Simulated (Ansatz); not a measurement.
# I2Sn: the cost of one run

Program: Ansatz 0.2.0. Level of theory: the levels named in each step. These are calculated values, not measurements.

### Step 1. The starting structure

Bond lengths: I1–Sn2 2.735 Å, Sn2–I3 2.735 Å. Angles: I1–Sn2–I3 103.2°.

Coordinates:

```xyz
3

I    -2.1443   -0.5378   -0.0029
Sn    0.0015    1.1572   -0.0039
I     2.1425   -0.5447    0.0065
```

### Step 2. A rough first relaxation, PBE-D4/def2-SVP

This run stands in another session on the same molecule. It ended at:

```xyz
3

I    -2.1414   -0.5582   -0.0028
Sn    0.0018    1.1979   -0.0040
I     2.1394   -0.5650    0.0066
```

### Step 3. Relaxation, PBE0-D4/def2-TZVPP

This run stands in another session on the same molecule. It ended at:

```xyz
3

I    -2.0929   -0.5551   -0.0027
Sn    0.0018    1.1916   -0.0040
I     2.0909   -0.5618    0.0065
```

### Step 4. Frequencies, PBE0-D4/def2-TZVPP

Input file input.yaml:

```yaml
crystal:
  periodic: [false, false, false]
  atoms:
    - { symbol: I, position_ang: [-2.09293903, -0.55512669, -0.00274896] }
    - { symbol: Sn, position_ang: [0.00178524, 1.19159882, -0.00398456] }
    - { symbol: I, position_ang: [2.09093378, -0.56175214, 0.00648352] }
basis:
  gaussian: { orbitals: def2-TZVPP }
hamiltonian:
  xc: pbe0
  dispersion: d4
phonons: {}
```

Started as:

```sh
ansatz run input.yaml --threads 4 --pin off --max-ram 10240MiB --backend cpu --events-out ev --progress --plain --runs-dir out
```

**Question.** How long does this run take on 4 threads of Intel Xeon at 2.70GHz, shared host, and how much memory does it need?

About 17 s, with a peak of 0.43 GiB.
